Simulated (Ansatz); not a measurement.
# AlH (SMILES [AlH]) at HSE06/3-21G

What is the electronic atomisation energy of AlH at HSE06/3-21G? 

The calculation is run with Ansatz 0.2.0.

53 further runs of the same task are left out: 53 set aside as unsound or not needed.

### 1 The structure to begin with

AlH: 2 atoms, total charge 0, spin state singlet. As SMILES, `[AlH]`. The shape comes from GFN2-xTB, which is rough for such elements, and wasn't checked as a minimum.

Bond lengths: Al1–H2 1.613 Å.

### 2 The energy at HSE06/3-21G

run.yaml reads:

```yaml
crystal:
  periodic: [false, false, false]
  atoms:
    - {symbol: Al, position_ang: [0.000000, 0.000000, 0.000000]}
    - {symbol: H, position_ang: [0.000000, 0.000000, 1.613470]}
basis:
  gaussian:
    orbitals: 3-21G.json
hamiltonian:
  xc: hse06
accuracy: high
```

The basis set 3-21G is read from a file made from the Basis Set Exchange's data (not shown).

Started as:

```console
$ ansatz run run.yaml --threads 1 --pin off --max-ram 2610MiB --events-out events.jsonl --progress --plain --runs-dir runs
```

The log of the run:

```text
Warning: RAYON_NUM_THREADS=1 ignored (pool sized by the plan → 1); use --threads N
Functional definition: HSE06
  name "HSE06"
  parameter a = 0.25
  parameter omega = 0.11/bohr
  exchange = pbe_x - a*pbe_x_sr(omega) + a*exact_x_sr(omega)
  correlation = pbe_c
280 factors; integrals over basis functions are off by at most 2.6e-9 eV
66 factors; integrals over basis functions are off by at most 1.4e-9 eV
mean field evaluation 1: about -6571.3599 eV, gradient 7.2e0 eV
mean field evaluation 2: about -6571.5163 eV, gradient 3.9e0 eV
mean field evaluation 4: about -6571.6051 eV, gradient 3.8e-1 eV
mean field evaluation 8: about -6571.6038 eV, gradient 2.4e-3 eV
mean field evaluation 16: about -6571.6038 eV, gradient 1.5e-8 eV
mean field -6571.60382565 eV, -241.5019861996 hartree, gradient 1.5e-8 eV, S^2 0.000000; 0 other end points of the search recorded, 0 dependent functions left out
reference -6571.60382803 eV, -241.5019862870 hartree; 7, 7 occupied and 8, 8 virtual orbitals, 280 factors
Total energy: -6571.60382803 eV, -241.5019862870 hartree
```

It took 0.75 s on 1 thread of Intel Xeon Platinum 8259CL at 2.50GHz (Skylake/Cascade Lake), shared host; peak memory 0.097 GiB.

### 3 The Al atom, same level

job.yaml reads:

```yaml
crystal:
  periodic: [false, false, false]
  atoms:
    - {symbol: Al, position_ang: [0.000000, 0.000000, 0.000000]}
basis:
  gaussian: {orbitals: 3-21G.json}
magnetization: {spin_polarized: true, initial_magnetization: 1}
hamiltonian: {xc: {name: HSE06}}
accuracy: high
```

The basis set 3-21G is read from a file made from the Basis Set Exchange's data (not shown).

Run the same way, it converges to -240.90319 Eh (log not shown).

### 4 The H atom

molecule.yaml reads:

```yaml
crystal:
  periodic: [false, false, false]
  atoms:
    - {symbol: H, position_ang: [0.000000, 0.000000, 0.000000]}
basis:
  gaussian:
    orbitals: 3-21G.json
magnetization:
  spin_polarized: true
  initial_magnetization: 1
hamiltonian:
  xc: {name: HSE06}
accuracy: high
```

The basis set 3-21G is read from a file made from the Basis Set Exchange's data (not shown).

Run the same way, it converges to -0.49615 Eh (log not shown).

### 5 Outcome

Level: HSE06/3-21G.

```
                     quantity          value
       molecule: total energy  -241.50199 Eh
        Al atom: total energy  -240.90319 Eh
                Al atom: ⟨S²⟩          0.750
         H atom: total energy    -0.49615 Eh
                 H atom: ⟨S²⟩          0.750
electronic atomisation energy       2.793 eV
```

In words: Taking the molecule apart into free atoms costs 2.79 eV (269 kJ/mol), before zero-point energy and without spin-orbit coupling. The basis has no polarisation functions, which makes bonds too weak.
